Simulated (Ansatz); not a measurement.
**TePd: an axial (c/a) deformation path**

An exercise on one series of results from a longer session: the logs are not shown, and one member is left open.

Method: DFT PBEsol, scalar-relativistic, plane waves, PAW, in Ansatz 0.2.0.

**The system as given**

It takes space group P6_3/mmc (No. 194, hexagonal). Conventional cell: a = 4.152 Å, b = 4.152 Å, c = 5.672 Å, α = 90.00°, β = 90.00°, γ = 120.00°. Around Te (site symmetry -6m2) lie 6 Pd at 2.79 Å. Pd (site symmetry -3m) has 6 Te at 2.79 Å and 2 Pd at 2.84 Å in its first shell of neighbours.

Structure file:

```xyz
4
Lattice="4.1521 0.0000 0.0000 -2.0760 3.5958 0.0000 0.0000 0.0000 5.6719" Properties=species:S:1:pos:R:3 pbc="T T T"
Te    0.0000    2.3972    1.4180
Te    2.0760    1.1986    4.2539
Pd    0.0000    0.0000    0.0000
Pd    0.0000    0.0000    2.8359
```

The cell is taken as given, not relaxed at this level.

Set-up of the first run:

Contents of input.yaml:

```yaml
crystal:
  lattice:
    - [4.1520982337, 0.0, 0.0]
    - [-2.0760491169, 3.5958225494, 0.0]
    - [0.0, 0.0, 5.6719]
  atoms:
    - { symbol: Te, position: [0.3333333333, 0.6666666667, 0.25] }
    - { symbol: Te, position: [0.6666666667, 0.3333333333, 0.75] }
    - { symbol: Pd, position: [0.0, 0.0, 0.0] }
    - { symbol: Pd, position: [0.0, 0.0, 0.5] }
basis:
  ecutwfc: 420
kpoints:
  mp_grid: { grid: [12, 12, 10] }
hamiltonian:
  xc: pbesol
scf:
  occupations: { method: gaussian, width: 0.15 }
output:
  forces: true
  stress: true
  eigenvalues: true
  write_density: true
  write_potential: true
  elf: true
  volumetric_format: npy
```

On the command line:

```console
$ ansatz run input.yaml --threads 1 --pin off --max-ram 2560MiB --backend cpu --events-out ev --progress --plain --runs-dir out
```

Steps of the session up to this table: The undisturbed cell; Point ρ = 0.850; ρ = 1.200; ρ = 0.920; Point ρ = 1.100; Point ρ = 0.960; ρ = 1.050; ρ = 0.800; Point ρ = 1.300.

One of the session's tables, all rows but one given; the rest of the session is left out.

It belongs to the step «The scan collected». 

| ρ | ΔE (meV/atom) | pressure (GPa) |
| --- | --- | --- |
| 0.800 | 235.3 | 2.7 |
| 0.850 | 108.6 | 0.7 |
| 0.920 | 22.0 | -0.6 |
| 0.960 | ? | ? |
| 1.000 | 0.0 | -0.8 |
| 1.050 | 11.7 | -0.5 |
| 1.100 | 34.4 | -0.2 |
| 1.200 | 93.0 | 0.3 |
| 1.300 | 151.2 | 0.4 |

**Question.** Estimate the row for ρ = 0.960.

Worked estimate for «ΔE (meV/atom)». A straight line through the neighbours (0.920, 22.0) and (1.000, 0.0) gives 22.0 + (0.0 − 22.0) × (0.960 − 0.920) / (1.000 − 0.920) = 11.0; a parabola fitted to 4 rows on both sides gives 2.0.

**Answer.** ΔE (meV/atom): 3.3; pressure (GPa): -0.8. In «ΔE (meV/atom)» the line misses by +7.7 and the parabola by -1.3.
